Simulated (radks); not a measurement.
# Hf⁴⁶⁺ in [Ne] 3s2 3p5 3d8 4s1: an all-electron calculation

An exercise on one series of results from a longer session: the logs are not shown, and one member is left open.

Method: scalar-relativistic Kohn-Sham, PBE, spin-polarised, spherical densities, point nucleus; open shells are filled with parallel spins first. Code: radks (a radial shooting solver on a logarithmic mesh, Libxc functionals) version 1.

## The atom as given

| Property | Result |
| --- | --- |
| element | hafnium (Z = 72) |
| charge | +46 |
| electrons | 26 |
| configuration | [Ne] 3s2 3p5 3d8 4s1 |

Outer shells as boxes (Hund's rule):

Hf⁴⁶⁺
```
[Ne] core
3s [↑↓]
3p [↑↓][↑↓][↑ ]
3d [↑↓][↑↓][↑↓][↑ ][↑ ]
4s [↑ ]
```

The first run:

Input:

```text
Z 72
configuration [Ne] 3s2 3p5 3d8 4s1
relativity scalar-relativistic
functional pbe,pbe
spin polarised
nucleus point
c 137.035999084
```

The run is started by

```sh
$ python run_ks.py task.json out
```

This one command runs every case of the session in turn.

Steps of the session up to this table: Self-consistent calculation.

One of the session's tables, all rows but one given; the rest of the session is left out.

It belongs to the step «Shells». From the orbitals of this run (lengths in bohr):

| level | <r> | outermost maximum (interpolated) | 90 % within | nodes |
| --- | --- | --- | --- | --- |
| 1s up | 0.01898 | 0.0119 | 0.0345 | 0 |
| 1s down | 0.01898 | 0.0119 | 0.0345 | 0 |
| 2s up | 0.08008 | 0.0679 | 0.124 | 1 |
| 2s down | 0.08005 | 0.0679 | 0.124 | 1 |
| 2p up | 0.07141 | 0.0555 | 0.116 | 0 |
| 2p down | 0.07137 | 0.0555 | 0.116 | 0 |
| 3s up | 0.2019 | 0.188 | 0.294 | 2 |
| 3s down | 0.2020 | 0.189 | 0.295 | 2 |
| 3p up | 0.2000 | 0.185 | 0.297 | 1 |
| 3p down | 0.2002 | 0.185 | 0.298 | 1 |
| 3d up | 0.1791 | 0.149 | 0.275 | 0 |
| 3d down | ? | ? | ? | ? |
| 4s up | 0.3942 | 0.392 | 0.556 | 3 |
| 4s down | 0.3943 | 0.392 | 0.556 | 3 |

**Question.** Estimate the row for 3d down.

As computed: <r>: 0.1792; outermost maximum (interpolated): 0.149; 90 % within: 0.275; nodes: 0. In the column «<r>» it lies between 3d up (0.1791) and 3p up (0.2000).
